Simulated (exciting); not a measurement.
## TePt: single point with PBEsol

The system is TePt.

```xyz
2
Lattice="3.9549 0.0000 0.0000 -1.9774 3.4250 0.0000 0.0000 0.0000 3.8598" Properties=species:S:1:pos:R:3 pbc="T T T"
Pt    0.0000    0.0000    0.0000
Te    1.9774    1.1417    1.9299
```

Measurements of this composition are mostly on another form, of space group No. 166.

```yaml
Program: exciting (release sodium)
Task: single point
Functional: PBEsol
Potentials_or_basis: all-electron LAPW+lo, shipped species files, valence relativity iora*
rgkmax: 9
k_mesh: 8 × 8 × 7
Occupations: fermi-dirac, width 0.05 eV
Spin: no spin polarisation
gmaxvr_cutoff_of_density_and_potential: 14 1/bohr
lmaxapw_and_lmaxmat: 10
lmaxvr: 8
nempty: 14
Valence_relativity: iora*
epsengy: 1e-05 Ha
epspot: 1e-05 Ha
maxscl: 60
Muffin-tin_radii: Pt 2.3, Te 2.3 bohr
```

The band gap on the k mesh is none (metal or under the smearing width). The all electrons inside the program's atomic spheres are Pt 75.67; Te 48.84 (radii Pt 2.3, Te 2.3 bohr).

Levels at points of the mesh, in eV from the Fermi level:
```tsv
k point	band 19	band 20	band 21	band 22	band 23	band 24	band 25	band 26	band 27	band 28
(0.00, 0.00, 0.00)	-3.04	-2.06	-2.06	-1.46	0.39	0.94	0.94	6.14	6.56	6.56
(0.50, 0.00, 0.00)	-2.82	-2.23	-2.17	-1.40	-1.10	1.49	2.37	5.42	7.16	8.01
```

It took 4.3 min on 1 thread of Arm Neoverse V2, with other jobs on the host, peak memory 0.15 GiB.

Caveat: the log's total energy holds no entropy term; the free energy is that total less TS from the occupations. The run has no spin-orbit coupling, so splittings on Pt, Te are missing.
